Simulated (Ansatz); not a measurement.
# TaCo3: how the settings move a single-point run

Question: which choices in the input matter for TaCo3?

Method: reference: DFT, LDA, PAW with Ansatz's default frozen-core files, scalar-relativistic, in Ansatz 0.2.0.

**1. Starting point**

It takes space group Pm-3m (No. 221, cubic). The conventional cell has a = 3.670 Å, b = 3.670 Å, c = 3.670 Å, α = 90.00°, β = 90.00°, γ = 90.00°. Ta (site symmetry m-3m) has 12 Co at 2.60 Å in its first shell of neighbours. Around Co (site symmetry 4/mmm) lie 4 Ta at 2.60 Å and 8 Co at 2.60 Å.

As a file:

```
Ta Co
1.0
     3.67000    0.00000    0.00000
     0.00000    3.67000    0.00000
     0.00000    0.00000    3.67000
Ta Co
1 3
Cartesian
  0.0000 0.0000 0.0000
  0.0000 1.8350 1.8350
  1.8350 0.0000 1.8350
  1.8350 1.8350 0.0000
```

**2. Baseline**

Input file input.yaml:

```yaml
crystal:
  lattice:
    - [3.67, 0.0, 0.0]
    - [0.0, 3.67, 0.0]
    - [0.0, 0.0, 3.67]
  atoms:
    - { symbol: Ta, position: [0.0, 0.0, 0.0] }
    - { symbol: Co, position: [0.0, 0.5, 0.5] }
    - { symbol: Co, position: [0.5, 0.0, 0.5] }
    - { symbol: Co, position: [0.5, 0.5, 0.0] }
magnetization:
  spin_polarized: true
  initial_magnetization: 0.0
  spin_locking: { lock_magnetization: hard }
kpoints:
  mp_grid: { grid: [9, 9, 9] }
scf:
  occupations: { method: fermi_dirac, width: 0.08 }
  lower_state_search: "off"
hamiltonian:
  xc: lda
  pseudopotentials: { kind: paw }
output:
  forces: true
  stress: true
  eigenvalues: true
```

Run with:

```
ansatz run input.yaml --threads 2 --pin off --max-ram 6144MiB --backend cpu --events-out ev --progress --plain --runs-dir out
```

Excerpt of the output:

```text
[...]
Basis set: ecut = 420 eV, 949 PW (Γ)
[...]
k-points: 35 of 729
[...]
SCF iter   1: F=—  HF=-24872.524007 eV  |F-HF|=—  |Δ(HF+E_count)|=         —  Δρ=4.40e-2 (↑4.40e-2 ↓4.40e-2)  dr2=1.85e0  dr2_m=0.00e0  M=0.000 μB ∫|m|=0.000 μB  β_m=0.30  ethr=2.87e-3  ⟨swp⟩=1.0  Hψ=5886  notcnv=0
preconditioner: auto → Kerker (q_TF=auto, 2.848 Å⁻¹)  [metal: Δε(μ)=0.033 eV  Ē_g=4.813 eV  σ=0.080 eV  W_gap=0.10  n_scr=18 (ndim 8)  ℏωp=29.9 eV  f_vac=0.000  D(μ)=3.65/eV (n_scr^D=32)]
[...]
SCF iter   2: F=—  HF=-24872.184599 eV  |F-HF|=—  |Δ(HF+E_count)|=   3.39e-1  Δρ=1.92e-2 (↑1.92e-2 ↓1.92e-2)  dr2=8.12e-1  dr2_m=0.00e0  M=0.000 μB ∫|m|=0.000 μB  β_m=0.35  ethr=2.87e-3  ⟨swp⟩=2.0  Hψ=2032  notcnv=0
[...]
SCF iter   9: F=—  HF=-24871.943207 eV  |F-HF|=—  |Δ(HF+E_count)|=   9.51e-6  Δρ=2.00e-5 (↑2.00e-5 ↓2.00e-5)  dr2=5.06e-7  dr2_m=0.00e0  M=0.000 μB ∫|m|=0.000 μB  β_m=0.95  ethr=5.71e-9  ⟨swp⟩=2.4  Hψ=2296  notcnv=0  defer=5
SCF iter  10: F=-24871.943207 eV  HF=-24871.943207 eV  |F-HF|=8.17e-9  |Δ(HF+E_count)|=   9.64e-8  Δρ=2.49e-6 (↑2.49e-6 ↓2.49e-6)  dr2=1.26e-8  dr2_m=0.00e0  M=0.000 μB ∫|m|=0.000 μB  ethr=1.56e-10  ⟨swp⟩=4.4  Hψ=4349  notcnv=0
[...]
SCF converged after 10 iterations
[...]
Magnetization: 0.0000 μB (32.0000 up, 32.0000 down)
[...]
Free energy (F): -24871.943207 eV
[...]
E sigma→0 (E₀):  -24871.896139 eV
[...]
Fermi energy:    18.694845 (↑ 18.694845, ↓ 18.694845) eV
[...]
  P = ⅓ Tr σ = -22.3136 GPa (-223.136 kbar)
[...]
```

Run time: 2.3 s. Hardware: 2 threads of Arm Neoverse V2, shared host; peak memory 0.38 GiB.

**3. Changing settings: preconditioner kerker, ecutwfc 250 eV**

input.yaml: that of step 2 with these lines changed.

```diff
@@ -19,2 +19,3 @@
   lower_state_search: "off"
+  mixing: { preconditioner: kerker }
 hamiltonian:
@@ -26 +27,3 @@
   eigenvalues: true
+basis:
+  ecutwfc: "250 eV"
```

Run with:

```
ansatz run input.yaml --threads 2 --pin off --max-ram 6144MiB --backend cpu --events-out ev --progress --plain --runs-dir out
```

Standard output:

```text
Warning: basis.ecutwfc = 250 eV is below the records' recommended 420 eV, and the density's cutoff is lower with it unless basis.ecutrho_ratio is high enough to keep the records' density cutoff: compare with a run at a higher cutoff
Warning: output.stress: scf.convergence.dr2_threshold = 1e-7 eV (the SCF's general default) is looser than the 4e-10 eV advised for a printed stress (1e-10 eV for each atom of the cell: 4). What an SCF threshold leaves in a stress goes as its square root, and in the free energy as the threshold itself, and one threshold admits the most on a small cell: of the crystals measured, under no hybrid functional and no lock of the moments, on runs that ended without the residual-converged pass, on stresses that held no estimate of that error, the worst erred by over 100 MPa in a component at 1e-7 eV an atom and by under 5 at 1e-10. Set scf.convergence.dr2_threshold to 4e-10 eV or tighter. The threshold is an SCF's pass mark: one that does not reach it within its budget of iterations ends unconverged, or closes short of it on a stop that the run arms, and scf.convergence.dr2_threshold's page says what that costs each kind of run
Engine: ansatz 0.2.0
Pseudopotentials: kind: paw
Pseudopotential: Ta, paw, valence charge 13, recommended cutoff 420 eV (normal)
Pseudopotential: Co, paw, valence charge 17, recommended cutoff 420 eV (normal)
Functional definition: SPW92
  exchange = slater_x
  correlation = pw_c
Crystal: 4 atoms, lattice volume = 49.431 Å³
Basis set: ecut = 250 eV, 461 PW (Γ)
Bands: 39, of which v1, the nominal top of the filled ones, is band 32 counted from 1 (31 counted from 0)
Symmetry: 48 space group operations
Space group: Pm-3m (ITA 221), of the structure as read, at distance tolerance 3.7e-5 Å
k-points: 35 of 729
Non-local potential: Ta, projectors of the file, l = 0: 3, l = 1: 2, l = 2: 2, l = 3: 1
Non-local potential: Co, projectors of the file, l = 0: 3, l = 1: 2, l = 2: 3, l = 3: 1
PAW form: soft (Blöchl's): semilocal exchange-correlation on the pseudo side does not see the compensation charge
PAW frozen core: Ta, regenerated for the run's functional, and the local potential with it (the file was generated under x = pbe(κ = 0.804, μ = 0.2195149727645171), c = pbe(β = 0.06672455060314922))
PAW frozen core: Co, regenerated for the run's functional, and the local potential with it (the file was generated under x = pbe(κ = 0.804, μ = 0.2195149727645171), c = pbe(β = 0.06672455060314922))
PAW one-centre angular grid: Ta, 590 points (default); XC on 64 Gauss nodes
PAW one-centre angular grid: Co, 590 points (default); XC on 64 Gauss nodes
Initial density: superposition of atomic densities (chi_scale 0.1, normalization cell, long waves kept (reshape's long-wave potential 0.00 eV rms))
Initial wavefunctions: pseudopotential atomic-orbital guess
Functional: x = slater, c = lda
spin=Collinear: Kerker preconditioning applied to the charge; magnetization (m = ρ↑ − ρ↓) channel mixes plain (no charge-response kernel on spin).
SCF iter   1: F=—  HF=-24861.165529 eV  |F-HF|=—  |Δ(HF+E_count)|=         —  Δρ=8.68e-2 (↑8.68e-2 ↓8.68e-2)  dr2=5.97e0  dr2_m=0.00e0  M=0.000 μB ∫|m|=0.000 μB  β_m=0.30  ethr=3.10e-3  ⟨swp⟩=4.3  Hψ=4089  notcnv=0
SCF iter   2: F=—  HF=-24859.559900 eV  |F-HF|=—  |Δ(HF+E_count)|=    1.61e0  Δρ=5.51e-2 (↑5.51e-2 ↓5.51e-2)  dr2=7.07e0  dr2_m=0.00e0  M=0.000 μB ∫|m|=0.000 μB  β_m=0.29  ethr=3.10e-3  ⟨swp⟩=2.0  Hψ=3008  notcnv=0
SCF iter   3: F=—  HF=-24859.516116 eV  |F-HF|=—  |Δ(HF+E_count)|=   4.38e-2  Δρ=3.09e-2 (↑3.09e-2 ↓3.09e-2)  dr2=2.61e0  dr2_m=0.00e0  M=0.000 μB ∫|m|=0.000 μB  β_m=0.18  ethr=3.10e-3  ⟨swp⟩=2.0  Hψ=1846  notcnv=0  defer=10
SCF iter   4: F=—  HF=-24859.506293 eV  |F-HF|=—  |Δ(HF+E_count)|=   9.82e-3  Δρ=1.93e-2 (↑1.93e-2 ↓1.93e-2)  dr2=3.64e-1  dr2_m=0.00e0  M=0.000 μB ∫|m|=0.000 μB  β_m=0.82  ethr=3.10e-3  ⟨swp⟩=2.0  Hψ=1663  notcnv=0  defer=10
SCF iter   5: F=—  HF=-24859.293450 eV  |F-HF|=—  |Δ(HF+E_count)|=   2.13e-1  Δρ=1.54e-3 (↑1.54e-3 ↓1.54e-3)  dr2=2.60e-3  dr2_m=0.00e0  M=0.000 μB ∫|m|=0.000 μB  β_m=0.88  ethr=5.69e-4  ⟨swp⟩=2.1  Hψ=3010  notcnv=0  defer=5
SCF iter   6: F=—  HF=-24859.292646 eV  |F-HF|=—  |Δ(HF+E_count)|=   8.03e-4  Δρ=6.03e-4 (↑6.03e-4 ↓6.03e-4)  dr2=3.98e-4  dr2_m=0.00e0  M=0.000 μB ∫|m|=0.000 μB  β_m=0.94  ethr=4.07e-6  ⟨swp⟩=2.4  Hψ=1869  notcnv=0  defer=5
SCF iter   7: F=—  HF=-24859.292548 eV  |F-HF|=—  |Δ(HF+E_count)|=   9.89e-5  Δρ=2.91e-4 (↑2.91e-4 ↓2.91e-4)  dr2=1.06e-4  dr2_m=0.00e0  M=0.000 μB ∫|m|=0.000 μB  β_m=0.90  ethr=6.21e-7  ⟨swp⟩=2.0  Hψ=1789  notcnv=0  defer=5
SCF iter   8: F=—  HF=-24859.292521 eV  |F-HF|=—  |Δ(HF+E_count)|=   2.64e-5  Δρ=4.04e-5 (↑4.04e-5 ↓4.04e-5)  dr2=4.55e-6  dr2_m=0.00e0  M=0.000 μB ∫|m|=0.000 μB  β_m=0.95  ethr=1.66e-7  ⟨swp⟩=1.6  Hψ=1446  notcnv=0  defer=5
SCF iter   9: F=—  HF=-24859.292528 eV  |F-HF|=—  |Δ(HF+E_count)|=   6.80e-6  Δρ=1.08e-5 (↑1.08e-5 ↓1.08e-5)  dr2=2.26e-7  dr2_m=0.00e0  M=0.000 μB ∫|m|=0.000 μB  β_m=0.97  ethr=7.11e-9  ⟨swp⟩=2.0  Hψ=1824  notcnv=0  defer=5
SCF iter  10: F=—  HF=-24859.292528 eV  |F-HF|=—  |Δ(HF+E_count)|=   5.32e-8  Δρ=8.07e-6 (↑8.07e-6 ↓8.07e-6)  dr2=1.08e-7  dr2_m=0.00e0  M=0.000 μB ∫|m|=0.000 μB  β_m=0.99  ethr=1.56e-10  ⟨swp⟩=4.2  Hψ=3983  notcnv=0
SCF iter  11: F=-24859.292528 eV  HF=-24859.292528 eV  |F-HF|=1.86e-10  |Δ(HF+E_count)|=   9.65e-9  Δρ=4.91e-7 (↑4.91e-7 ↓4.91e-7)  dr2=4.15e-10  dr2_m=0.00e0  M=0.000 μB ∫|m|=0.000 μB  ethr=1.56e-10  ⟨swp⟩=3.0  Hψ=3077  notcnv=0
SCF 1 converged in 11 iterations: F = -24859.292528 eV  dr2 = 4.15e-10
SCF converged after 11 iterations
Stability checked in part: among states of this total moment the steps that led to this state did not find it unstable. No probe was made; neither looks for a lower state of another moment (fixed_total_moment; see scf.lower_state_search)
Magnetization: 0.0000 μB (32.0000 up, 32.0000 down)
Absolute magnetization: 0.0000 μB (∫|ρ↑−ρ↓|)
Spin contamination: 0.0000 ħ² per cell (⟨S²⟩ above its minimum at these occupations)
Per-site moments (μB) at R_I (Å): [(0.0, 1.0704712783687846), (0.0, 1.0704712783687846), (0.0, 1.0704712783687846), (0.0, 1.0704712783687846)]
Free energy (F): -24859.292528 eV
Harris-Foulkes:  -24859.292528 eV  (|F-HF|=1.86e-10)
Internal energy: -24859.189432 eV  (E = F + TS)
E sigma→0 (E₀):  -24859.240980 eV
Entropy (-TS):   -0.103096 eV (-25.774 meV/atom)
Fermi energy:    18.356425 (↑ 18.356425, ↓ 18.356425) eV
--- Per-component energies (eV) ---
  E_band       = -846.420855
  E_kinetic    = 1752.766492
  E_local      = -9627.913813  (includes V_loc(G=0)·N_el)
  E_nonlocal   = 1505.804762
  E_hartree    = 4067.326980
  E_xc         = -687.299413
  E_vxc        = -814.905519  (∫ρ·V_xc dr)
  E_paw        = -12607.800103  (= ΣΔE_a)
  E_vpaw       = -1796.793189  (= ΣTr[D̂ρ^β])
  E_aug_tail   = -0.033026  (compensation charges beyond the density's cutoff)
  E_ewald      = -9263.554966
  E_core_change = 1.513655  (= ΣΔE_core)
  E_smearing   = -0.103096  (= −TS)
  E_closure    = 0.000000  (closes the sum)
  Σ components = -24859.292528   (vs F -24859.292528, Δ=0.00e0)
--- Forces (eV/Å), atoms counted from 1 ---
  atom   1  Ta    -0.00000000     0.00000000     0.00000000
  atom   2  Co     0.00000000     0.00000000     0.00000000
  atom   3  Co     0.00000000    -0.00000000     0.00000000
  atom   4  Co    -0.00000000     0.00000000     0.00000000
  max |Σ_I F_I| component: 1.76e-28 eV/Å
--- Stress (GPa, compression-positive) ---
       -4.103906       0.000000       0.000000
       -0.000000      -4.103906       0.000000
        0.000000       0.000000      -4.103906
  P = ⅓ Tr σ = -4.1039 GPa (-41.039 kbar)
--- Band table (eV; the first three rows and the last of 70) ---
  k-point 0 ↑: bands = ["-75.9394", "-75.9394", "-75.8846", "-49.5031", "-39.8639", "-39.8639", "-39.8639", "-39.8299", "-39.8299", "-39.8299", "-39.7007", "-39.7007", "-39.7007", "-15.9554", "-15.9554", "-15.9554", "9.9944", "13.5211", "13.5211", "14.5898", "14.5898", "14.5898", "14.7284", "16.9196", "16.9196", "16.9196", "18.0424", "18.0424", "18.4252", "18.6923", "18.6923", "18.6923", "20.7178", "20.7178", "21.5887", "21.5887", "21.5887", "22.4648", "22.4648"]
  k-point 1 ↑: bands = ["-75.8706", "-75.8654", "-75.8559", "-49.5030", "-39.8449", "-39.8449", "-39.8369", "-39.8003", "-39.8003", "-39.7966", "-39.6897", "-39.6897", "-39.6887", "-15.9618", "-15.9527", "-15.9527", "10.1692", "13.6366", "13.6369", "14.7404", "14.7626", "14.7626", "14.7988", "16.8715", "16.9895", "16.9895", "17.9929", "18.0570", "18.3763", "18.5624", "18.5624", "18.7730", "20.1846", "20.6308", "21.0393", "21.0393", "21.5844", "22.4798", "23.2187"]
  k-point 2 ↑: bands = ["-75.8774", "-75.8308", "-75.8084", "-49.5029", "-39.8342", "-39.8342", "-39.8173", "-39.7993", "-39.7993", "-39.7354", "-39.6980", "-39.6980", "-39.6963", "-15.9841", "-15.9539", "-15.9539", "10.6667", "13.8611", "13.9674", "14.9058", "14.9889", "15.0515", "15.0515", "16.6614", "17.0581", "17.0581", "17.8119", "18.0497", "18.0497", "18.1026", "18.3039", "18.7714", "19.1090", "20.3131", "20.3131", "20.4252", "21.4535", "22.4225", "24.3777"]
  k-point 34 ↓: bands = ["-75.8539", "-75.8304", "-75.8304", "-49.4986", "-39.8627", "-39.8532", "-39.8532", "-39.8464", "-39.7383", "-39.7383", "-39.7088", "-39.6648", "-39.6648", "-16.0054", "-16.0018", "-16.0018", "13.7459", "13.8228", "13.8228", "14.4508", "16.6481", "16.6481", "16.7019", "16.9435", "16.9904", "16.9904", "17.0358", "17.0358", "18.0619", "18.1732", "18.1732", "18.5641", "18.9279", "19.4106", "19.4106", "20.2284", "20.2284", "20.7618", "22.3598"]
```

Wall time 1.2 s (2 threads of Arm Neoverse V2, shared host); peak memory 0.31 GiB.

Changing the mixing and cutoff moves the energy by +3.16 eV/atom, and the pressure goes from -22.3 to -4.1 GPa. Mixing only sets the path, so the shift comes from the other change. The lower cutoff gives the higher energy: the smaller basis describes the state less well. The log warns that the cutoff is under what these potentials recommend, so the shift is basis error. Cost: 11 SCF cycles against 10, 1.2 s against 2.3 s. These settings are too coarse to quote as the system's properties.

**4. Comparison**

```
                                     run     ending  energy change  pressure (GPa)  gap (eV)  force (eV/Å)  cycles   time
                               reference  converged              0           -22.3      0.00          0.00      10  2.3 s
1: preconditioner kerker, ecutwfc 250 eV  converged  +3.16 eV/atom            -4.1      0.00          0.00      11  1.2 s
```

Residual by cycle in the longest SCF loop of each run; runs are numbered as in the table. The quantity is the density residual dr2, in eV.

```
cycle  reference    run 1
    1       1.85     5.97
    2      0.812     7.07
    3      0.299     2.61
    4     0.0171    0.364
    5    0.00258   0.0026
    6     7.2e-4   4.0e-4
    7     6.0e-4   1.1e-4
    8     3.7e-6   4.5e-6
    9     5.1e-7   2.3e-7
   10     1.3e-8   1.1e-7
   11          -  4.2e-10
```

**Reading.** Changing the mixing and cutoff moves the energy by +3.16 eV/atom, and the pressure goes from -22.3 to -4.1 GPa. Mixing only sets the path, so the shift comes from the other change. The log warns that the cutoff is under what these potentials recommend, so the shift is basis error. Cost: 11 SCF cycles against 10, 1.2 s against 2.3 s. Run 1 ran under the cutoff that the potentials recommend, as the log warns, so basis error is mixed into its values. The structure is not at rest: the sound run finds -22 GPa, so these are no properties of the relaxed crystal. 
